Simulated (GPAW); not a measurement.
Mg3TiO4:

```xyz
8
Lattice="4.3137 0.0000 0.0000 0.0000 4.3137 0.0000 0.0000 0.0000 4.3137" Properties=species:S:1:pos:R:3 pbc="T T T"
Ti    0.0000    0.0000    0.0000
Mg    2.1568    2.1568    0.0000
Mg    2.1568    0.0000    2.1568
Mg    0.0000    2.1568    2.1568
O     0.0000    2.1568    0.0000
O     0.0000    0.0000    2.1568
O     2.1568    2.1568    2.1568
O     2.1568    0.0000    0.0000
```

The cell comes from a database or a generator and needn't be the stable form of this composition.

Base run:

```yaml
Program: GPAW 26.7.0
Functional: PBEsol
Potentials_or_basis: PAW data sets generated in the run's folder for this functional
Cutoff: 800 eV
Basis: pw
k_mesh: 6 × 6 × 6
Occupations: fermi-dirac, width 0.05 eV
Spin: no spin polarisation
Hubbard_terms: Ti d U = 1 eV
```

Its results: pressure -6.8 GPa.

Problem. After a change of settings the same cell gave: pressure -5.8 GPa. Which change was it?
A. hubbard terms from Ti d U = 1 eV to none
B. hubbard terms from Ti d U = 1 eV to Ti d U = 6 eV
C. hubbard terms from Ti d U = 1 eV to Ti d U = 3 eV

Solution. C.

Caveats: U without spin polarisation on a metal has little footing.

Not every run made on this cell is shown here.
